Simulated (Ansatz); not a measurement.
# Iridium, diamond: r²SCAN0 after r²SCAN

How do the levels change when part of the exchange is made exact, and what does it cost? Spin polarisation is left out. The cell comes from an earlier r²SCAN relaxation. Exact exchange is dear, so the k-mesh is coarse, and r²SCAN is run on the same mesh for comparison.

Method: DFT, plane waves (500 eV) with PBE-made PAW files, scalar-relativistic; functionals as named at each step, in Ansatz 0.2.0.

## 1. The structure to begin with

It takes space group Fd-3m (No. 227, cubic). The conventional cell has a = 5.527 Å, b = 5.527 Å, c = 5.527 Å, α = 90.00°, β = 90.00°, γ = 90.00°. Ir (site symmetry -43m) is surrounded by 4 Ir at 2.39 Å.

As a file:

```xyz
2
Lattice="0.0000 2.7636 2.7636 2.7636 0.0000 2.7636 2.7636 2.7636 0.0000" Properties=species:S:1:pos:R:3 pbc="T T T"
Ir    0.6909    0.6909    0.6909
Ir    4.8362    4.8362    4.8362
```

## 2. r²SCAN, coarse mesh

The run with r²SCAN.

The input, input.yaml:

```yaml
crystal:
  lattice:
    - [0.0, 2.7635681212, 2.7635681212]
    - [2.7635681212, 0.0, 2.7635681212]
    - [2.7635681212, 2.7635681212, 0.0]
  atoms:
    - { symbol: Ir, position: [0.125, 0.125, 0.125] }
    - { symbol: Ir, position: [0.875, 0.875, 0.875] }
hamiltonian:
  xc: r2scan
  pseudopotentials:
    kind: paw
    azcp:
      Ir: "pseudopotentials/Ir.paw.azcp"
basis:
  ecutwfc: 500
  fft_grid_basis: typed
kpoints:
  mp_grid: { grid: [5, 5, 5], shift: [0, 0, 0] }
magnetization:
  spin_polarized: false
scf:
  occupations: { method: fermi_dirac, width: 0.1 }
```

The run is started by

```
$ ansatz run input.yaml --threads 4 --pin off --max-ram 8192MiB --backend cpu --events-out ev --progress --plain --runs-dir out
```

## 3. r²SCAN0 on the coarse mesh

The run with r²SCAN0.

input.yaml: that of step 2 with these lines changed.

```diff
@@ -9,3 +9,3 @@
 hamiltonian:
-  xc: r2scan
+  xc: r2scan0
   pseudopotentials:
```

(Steps that only read results are left out.)

Before running it: what results should come out? Wanted: r²SCAN: gap; r²SCAN0: gap; r²SCAN0: relative to fcc.

As calculated:

```
                             quantity                         value
                          r²SCAN: gap  none (levels filled in part)
                         r²SCAN0: gap  none (levels filled in part)
  r²SCAN0: SCF cycles, exchange loops                         22, 3
r²SCAN0: CPU time over that of r²SCAN                           9.6
             r²SCAN0: relative to fcc                +1199 meV/atom
```

Both r²SCAN and r²SCAN0 leave levels filled in part. r²SCAN0 cost 9.6 times the CPU time of r²SCAN. The exchange operator of r²SCAN0 was renewed in 3 outer loops. The dense-mesh value adds +5.4 meV/atom, the change that r²SCAN shows between the coarse mesh and its own dense run (not shown). Under r²SCAN0 it lies 1199 meV/atom above fcc (computed apart in the same way); on such meshes a few tens of meV are uncertain for metals. Absolute energies differ from functional to functional, by eV per atom at times, and say nothing by themselves.
